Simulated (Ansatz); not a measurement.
This script makes the interaction energy of a dimer with the counterpoise correction of BrH3Si, SMILES [SiH3]Br with Ansatz 0.2.0 through its Python package.

The script, `dimer_brh3si.py`:
```python
"""Interaction energy of two BrH3Si molecules, with the counterpoise correction."""

import ansatz

FIRST = [
    ("Si", (-0.1028, 0.0149, -0.02)),
    ("Br", (1.8458, -0.7117, 0.5165)),
    ("H", (-1.1017, -0.0855, 1.1126)),
    ("H", (-0.6016, -0.7043, -1.1886)),
    ("H", (-0.0398, 1.4864, -0.4204)),
]
SECOND = [
    ("Si", (2.4493, 1.3557, 3.9473)),
    ("Br", (0.3216, 1.1269, 3.7638)),
    ("H", (2.9946, 0.7824, 5.2375)),
    ("H", (2.8132, 2.7653, 3.8362)),
    ("H", (3.1703, 0.6387, 2.8091)),
]

def energy(atoms, ghosts=()):
    molecule = ansatz.Crystal.molecule()
    for symbol, xyz in atoms:
        molecule = molecule.atom(symbol, xyz)
    calc = (
        molecule.calculation()
        .basis(gaussian="def2-SVP")
        .functional("B3LYP")
    )
    deck = calc.input()
    if ghosts:
        deck = deck.set(ansatz.key.basis.gaussian.ghost_atoms, [{"symbol": s, "position_ang": list(xyz)} for s, xyz in ghosts])
    return ansatz.Session.from_dict(deck).plan().execute().report["free_energy_ev"]

# monomers in their own basis and in the basis of the dimer
both = energy(FIRST + SECOND)
alone = energy(FIRST) + energy(SECOND)
ghosted = energy(FIRST, SECOND) + energy(SECOND, FIRST)
print(f"dimer {both:.6f} eV")
print(f"interaction, uncorrected   {96.485332 * (both - alone):8.3f} kJ/mol")
print(f"interaction, counterpoise  {96.485332 * (both - ghosted):8.3f} kJ/mol")
print(f"basis-set superposition    {96.485332 * (alone - ghosted):8.3f} kJ/mol")
```

How large is the interaction at this pose, and how much of it is basis-set superposition?

Uncorrected it is 4.437 kJ/mol, with the counterpoise correction 8.512 kJ/mol; the difference, 4.08 kJ/mol, is the superposition error. In this basis both values are repulsive.

The run itself:

`python dimer_brh3si.py` gives:
```text
dimer -155927.976857 eV
interaction, uncorrected      4.437 kJ/mol
interaction, counterpoise     8.512 kJ/mol
basis-set superposition       4.076 kJ/mol
```

Reading the output:
- Total energies depend on the basis set; only differences at equal settings carry meaning.
- The dimer is a generated trial pose of unrelaxed monomers, not a minimum, so the figure is no binding energy, and the basis set is small.
- b3lyp holds the VWN-RPA fit, as in Gaussian; the form of ORCA and Turbomole is b3lyp5.
- This level lacks the dispersion part of the attraction (electrostatics and induction are there), which can decide the sign where the interaction is weak.
- Finished in 26 s on 1 thread of Intel(R) Xeon(R) Platinum 8259CL CPU @ 2.50GHz (Skylake/Cascade Lake), with other jobs on the host, peak memory 0.41 GiB.
